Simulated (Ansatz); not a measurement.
# Ta2N: the cost of one run

Program: Ansatz 0.2.0. Level of theory: DFT PBEsol, scalar-relativistic, plane waves, PAW. These are calculated values, not measurements.

## 1. The starting structure

It takes space group P-3m1 (No. 164, trigonal). Conventional cell: a = 3.113 Å, b = 3.113 Å, c = 4.870 Å, α = 90.00°, β = 90.00°, γ = 120.00°. Around Ta (site symmetry 3m) lie 3 N at 2.18 Å. N (site symmetry -3m) has 6 Ta at 2.18 Å in its first shell of neighbours.

Structure file:

```
CELL_PARAMETERS angstrom
3.11286 0.00000 0.00000
-1.55643 2.69582 0.00000
0.00000 0.00000 4.86984
ATOMIC_POSITIONS crystal
Ta 0.66667 0.33333 0.74529
Ta 0.33333 0.66667 0.25471
N 0.00000 0.00000 0.00000
```

Source of the structure: the Materials Project (structure only).

## 6. Plan of the scan

The energy is mapped over two homogeneous strains (x along [1 0 0], y along [1 2 0], z along [0 0 1] of the conventional cell).

First coordinate, engineering shear strain xy: 9 values from −14.0 %. Second coordinate, normal strain along z: 9 values from −7.00 %.

Nothing else is relaxed (fractional coordinates fixed). Energies count from the relaxed crystal. Points are written as (first, second).

(The set-up runs are not shown.)

## 7. Point (0.0 %, 3.50 %)

Input file input.yaml:

```yaml
crystal:
  lattice:
    - [3.078259549, 0.0, 0.0]
    - [-1.5391297745, 2.6658509688, 0.0]
    - [0.0, 0.0, 4.9927705898]
  atoms:
    - { symbol: Ta, position: [0.6666666667, 0.3333333333, 0.7463700642] }
    - { symbol: Ta, position: [0.3333333333, 0.6666666667, 0.2536299358] }
    - { symbol: "N", position: [0.0, 0.0, 0.0] }
basis:
  ecutwfc: 520.0
kpoints:
  mp_grid: { grid: [15, 15, 8] }
hamiltonian:
  xc: pbesol
  pseudopotentials: { kind: paw, azcp: { folder: soft_1 } }
scf:
  occupations: { method: gaussian, width: 0.15 }
output:
  forces: true
  stress: true
  eigenvalues: true
```

Launch:

```sh
> ansatz run input.yaml --threads 2 --pin off --max-ram 4096MiB --backend cpu --events-out ev --progress --plain --runs-dir out
```

**Question.** How long does this run take on 2 threads of Intel Xeon 6975P-C (Granite Rapids), shared host, and how much memory does it need?

About 3.3 s, with a peak of 0.49 GiB.
